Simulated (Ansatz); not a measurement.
SiNi2:

```
Ni Si
1.0
     4.94010    0.00000    0.00000
     0.00000    3.72000    0.00000
     0.00000    0.00000    7.03000
Ni Si
8 4
Direct
  0.32500 0.75000 0.93700
  0.67500 0.25000 0.06300
  0.17500 0.25000 0.43700
  0.82500 0.75000 0.56300
  0.45800 0.75000 0.29700
  0.54200 0.25000 0.70300
  0.04200 0.25000 0.79700
  0.95800 0.75000 0.20300
  0.78600 0.75000 0.88600
  0.21400 0.25000 0.11400
  0.71400 0.25000 0.38600
  0.28600 0.75000 0.61400
```

The cell isn't the ideal one: strained by -1 %.

* Program: Ansatz 0.2.0
* Task: relaxation of the atoms
* Functional: PBE
* Potentials or basis: Ansatz PAW
* Cutoff: 420 eV (not typed: the program's choice for these potentials)
* k mesh: 5 × 5 × 3
* Occupations: fermi-dirac, width 0.05 eV
* Spin: collinear spin, ferromagnetic start
* Starting moments: [1.0, 1.0, 1.0, 1.0, 1.0, 1.0, 1.0, 1.0, 0.0, 0.0, 0.0, 0.0] μB

At the start: volume 10.77 Å³/atom.

**Question.** Where does the relaxation end?

**Answer.** Over 5 steps the energy falls by 2.9 meV/atom; space group Pnma (No. 62, to 0.05 Å); moment 0.00 μB per cell.

Step by step:
```csv
step,energy change (eV),largest force (eV/Å)
1,0.0000,0.3273
2,-0.0206,0.1975
3,-0.0342,0.0278
4,-0.0347,0.0152
5,-0.0348,0.0033
```

Final structure:
```cif
data_structure
_symmetry_space_group_name_H-M 'P 1'
_symmetry_Int_Tables_number 1
_cell_length_a 4.9401
_cell_length_b 3.7200
_cell_length_c 7.0300
_cell_angle_alpha 90.000
_cell_angle_beta 90.000
_cell_angle_gamma 90.000
_cell_volume 129.19
loop_
_atom_site_label
_atom_site_type_symbol
_atom_site_fract_x
_atom_site_fract_y
_atom_site_fract_z
_atom_site_occupancy
Ni1 Ni 0.32796 0.75000 0.93943 1
Ni2 Ni 0.67204 0.25000 0.06057 1
Ni3 Ni 0.17204 0.25000 0.43943 1
Ni4 Ni 0.82796 0.75000 0.56057 1
Ni5 Ni 0.45905 0.75000 0.29247 1
Ni6 Ni 0.54095 0.25000 0.70753 1
Ni7 Ni 0.04095 0.25000 0.79247 1
Ni8 Ni 0.95905 0.75000 0.20753 1
Si1 Si 0.79066 0.75000 0.88681 1
Si2 Si 0.20934 0.25000 0.11319 1
Si3 Si 0.70934 0.25000 0.38681 1
Si4 Si 0.29066 0.75000 0.61319 1
```

Caveat: the starting moments weren't kept; the thresholds are loose for stress.
